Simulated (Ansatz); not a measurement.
CH5BGeO2, SMILES [OH][GeH]1[BH]O[CH2]1: vertical spin-state energies, run with Ansatz 0.2.0 through its Python package.

The script reads `ch5bgeo2.xyz`:
```text
10

O    -0.87040   -0.25850    1.96820
Ge    0.27480    0.25500    0.71320
B     0.85480   -1.32700   -0.41990
O     0.03610   -0.86050   -1.49510
C    -0.47950    0.34920   -1.01830
H    -1.45460    0.62130    2.10600
H     1.34990    1.34080    1.09590
H     2.01270   -1.77140   -0.46360
H    -0.05260    1.21210   -1.54990
H    -1.58820    0.38780   -0.93350
```

The script, `spin.py`:
```python
'''Gap between spin states of CH5BGeO2 at one geometry.'''

import ansatz as az


def main() -> None:
    molecule = az.Crystal.molecule_from_extxyz('ch5bgeo2.xyz')

    calc = (
        molecule.calculation()
        .basis(gaussian='cc-pVDZ')  # the orbital basis, by name
        .functional('cam_b3lyp')
    )
    found = {}
    for unpaired in [0, 2]:
        summary = calc.spin('collinear', total=unpaired).run(threads=1, pin='off').report
        s = unpaired / 2
        found[unpaired] = summary['free_energy_ev']
        print(f'2S+1 = {unpaired + 1}: E = {found[unpaired]:.5f} eV, <S^2> = {abs(summary["mean_field"]["state"]["spin_squared"]):.3f} (pure state {s * (s + 1):.2f})')
    lowest = min(found, key=found.get)
    for unpaired, e in found.items():
        print(f'multiplicity {unpaired + 1}: {96.485332 * (e - found[lowest]):.1f} kJ/mol above the lowest')


if __name__ == '__main__':
    main()
```

Which spin state is lowest at this geometry, and how far above lie the others?

In order: multiplicity 1 (+0.00 eV) and multiplicity 3 (+3.04 eV), all at the one geometry.

The output:

```console
$ python spin.py
2S+1 = 1: E = -62406.00377 eV, <S^2> = 0.000 (pure state 0.00)
2S+1 = 3: E = -62402.96599 eV, <S^2> = 2.004 (pure state 2.00)
multiplicity 1: 0.0 kJ/mol above the lowest
multiplicity 3: 293.1 kJ/mol above the lowest
```

Total energies depend on the basis set; only differences at equal settings carry meaning. The geometry is a force-field or estimated start, not a minimum of this method, and the basis set is short of its limit. All parts are taken at fixed geometry, without zero-point energy. Finished in 19 s on 1 thread of Arm Neoverse V2, with other jobs on the host, peak memory 0.47 GiB.
